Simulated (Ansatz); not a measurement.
CH6FNSi2, SMILES F[SiH]1NC1[SiH3], vertical spin-state energies

Program: Ansatz's Python interface.

Notebook, run cell by cell (the value of a cell's last expression is shown):

```python
import ansatz as az
```

```python
SETTINGS = {
    "basis_set": "def2-SVP",
    "xc": "r2scan0",
}
```

```python
ch6fnsi2 = (
    az.Crystal.molecule()
    .atom("F", [-1.5213, -0.4891, 2.4549])
    .atom("Si", [-0.5009, 0.1726, 1.4416])
    .atom("N", [0.4217, -1.1258, 0.8956])
    .atom("C", [-0.3091, -0.6682, -0.1866])
    .atom("Si", [0.189, 0.4969, -1.5172])
    .atom("H", [0.5125, 1.1031, 2.022])
    .atom("H", [1.4467, -0.8088, 0.8404])
    .atom("H", [-1.1965, -1.2777, -0.4415])
    .atom("H", [-0.8355, 1.5722, -1.664])
    .atom("H", [1.452, 1.1696, -1.0633])
    .atom("H", [0.4068, -0.2018, -2.7613])
)
```

```python
base = (
    ch6fnsi2.calculation()
    .basis(gaussian=SETTINGS["basis_set"])
    .functional(SETTINGS["xc"])
)
found = {}
for unpaired in [0, 2, 4]:
    summary = base.spin("collinear", total=unpaired).run(threads=1, pin="off").report
    s = unpaired / 2
    found[unpaired] = summary["free_energy_ev"]
    print(f"2S+1 = {unpaired + 1}: E = {found[unpaired]:.5f} eV, <S^2> = {abs(summary['mean_field']['state']['spin_squared']):.3f} (pure state {s * (s + 1):.2f})")
lowest = min(found, key=found.get)
for unpaired, e in found.items():
    print(f"multiplicity {unpaired + 1}: {96.485332 * (e - found[lowest]):.1f} kJ/mol above the lowest")
```

    2S+1 = 1: E = -21082.15839 eV, <S^2> = 0.000 (pure state 0.00)
    2S+1 = 3: E = -21079.15167 eV, <S^2> = 2.009 (pure state 2.00)
    2S+1 = 5: E = -21072.19261 eV, <S^2> = 6.013 (pure state 6.00)
    multiplicity 1: 0.0 kJ/mol above the lowest
    multiplicity 3: 290.1 kJ/mol above the lowest
    multiplicity 5: 961.6 kJ/mol above the lowest

In order: multiplicity 1 (+0.00 eV), multiplicity 3 (+3.01 eV) and multiplicity 5 (+9.97 eV), all at the one geometry.

Reading the output:
- Total energies depend on the basis set; only differences at equal settings carry meaning.
- The geometry is a force-field or estimated start, not a minimum of this method, and the basis set is short of its limit. All parts are taken at fixed geometry, without zero-point energy.
- Wall time of the script: 58 s on 1 thread of Intel(R) Xeon(R) Platinum 8259CL CPU @ 2.50GHz (Skylake/Cascade Lake), on a shared host, peak memory 0.44 GiB.
